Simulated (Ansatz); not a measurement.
# Te2Mo: the cost of one run

Computed with Ansatz 0.2.0 (DFT r2SCAN, scalar-relativistic, plane waves, PAW, unless a step's input says otherwise).

## Step 1: The starting structure

It takes space group Fd-3m (No. 227, cubic). The conventional cell has a = 8.656 Å, b = 8.656 Å, c = 8.656 Å, α = 90.00°, β = 90.00°, γ = 90.00°. Te (site symmetry -3m) is surrounded by 6 Te at 3.06 Å and 6 Mo at 3.59 Å. Mo (site symmetry -43m) is surrounded by 12 Te at 3.59 Å and 4 Mo at 3.75 Å.

As a file:

```
CELL_PARAMETERS angstrom
0.00000 4.32805 4.32805
4.32805 0.00000 4.32805
4.32805 4.32805 0.00000
ATOMIC_POSITIONS crystal
Te 0.62500 0.62500 0.62500
Te 0.12500 0.62500 0.62500
Te 0.62500 0.62500 0.12500
Te 0.62500 0.12500 0.62500
Mo 0.00000 0.00000 0.00000
Mo 0.25000 0.25000 0.25000
```

(A quick probe on a coarse mesh, which set the mesh and smearing, is not shown.)

## Step 3: Coarse relaxation

input.yaml reads:

```yaml
crystal:
  lattice:
    - [0.0, 4.3280463014, 4.3280463014]
    - [4.3280463014, 0.0, 4.3280463014]
    - [4.3280463014, 4.3280463014, 0.0]
  atoms:
    - { symbol: Te, position: [0.625, 0.625, 0.625] }
    - { symbol: Te, position: [0.125, 0.625, 0.625] }
    - { symbol: Te, position: [0.625, 0.625, 0.125] }
    - { symbol: Te, position: [0.625, 0.125, 0.625] }
    - { symbol: Mo, position: [0.0, 0.0, 0.0] }
    - { symbol: Mo, position: [0.25, 0.25, 0.25] }
basis:
  ecutwfc: 500
kpoints:
  mp_grid: { grid: [4, 4, 4] }
hamiltonian:
  xc: r2scan
scf:
  occupations: { method: gaussian, width: 0.1 }
  lower_state_search: "off"
output:
  forces: true
  stress: true
  eigenvalues: true
relax:
  adjacent_minimum: "off"
  f_tol: 0.04
  max_steps: 70
  cell: { stress_tol: 0.4 }
```

Launch:

```sh
> ansatz run input.yaml --threads 1 --pin off --max-ram 3072MiB --backend cpu --events-out ev --progress --plain --runs-dir out
```

**Question.** How long does this run take on 1 thread of Arm Neoverse V2, shared host, and how much memory does it need?

About 58 s, with a peak of 0.83 GiB.
